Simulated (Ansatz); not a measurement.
**CuClO (singlet): relaxing a cheap start**

Where does this start of CuClO (singlet) end when it is relaxed?

Method: RKS PBE0/def2-TZVP; program: Ansatz 0.2.0, Gaussian basis.

## 1. The starting structure

3 atoms, charge 0, spin multiplicity 1.

Atoms are counted from 1 here; the program's logs count them from 0.

Bond lengths: Cu1–O2 1.566 Å, Cu1–Cl3 1.964 Å. Angles: O2–Cu1–Cl3 180.0°.

As a file:

```tsv
atom	x (Å)	y (Å)	z (Å)
Cu1	0.00000	0.00000	-0.13271
O2	0.00000	0.00000	-1.69872
Cl3	0.00000	0.00000	1.83143
```

The start was built by rule and, where that kept it together, relaxed with GFN2-xTB. Sticks and bond lists go by distance. 

## 2. The run

The input, in.yaml:

```yaml
crystal:
  periodic: [false, false, false]
  atoms:
    - {symbol: Cu, position_ang: [0.000000, 0.000000, -0.132709]}
    - {symbol: O, position_ang: [0.000000, 0.000000, -1.698722]}
    - {symbol: Cl, position_ang: [0.000000, 0.000000, 1.831431]}
basis:
  gaussian: {orbitals: def2-TZVP}
hamiltonian: {xc: pbe0}
relax: {f_tol: 0.004, max_steps: 80}
```

Launch:

```bash
$ ansatz run in.yaml --threads 1 --pin off --events-out ev --progress --plain --max-ram 2176MiB
```

Before running it: what results should come out? Wanted: energy gained; shift from the start; total energy; dipole moment.

As calculated:

| quantity | value |
| --- | --- |
| steps | 6 |
| energy gained | 0.296 eV |
| shift from the start (rms) | 0.081 Å |
| total energy | -59196.0533 eV |
| dipole moment | 0.26 D |

The bonds of the start are those of the end. Cu1–O2 went from 1.566 to 1.680 Å. No vibrations were run, so this is a stationary point, not a proven minimum, and this spin need not be the ground state's.
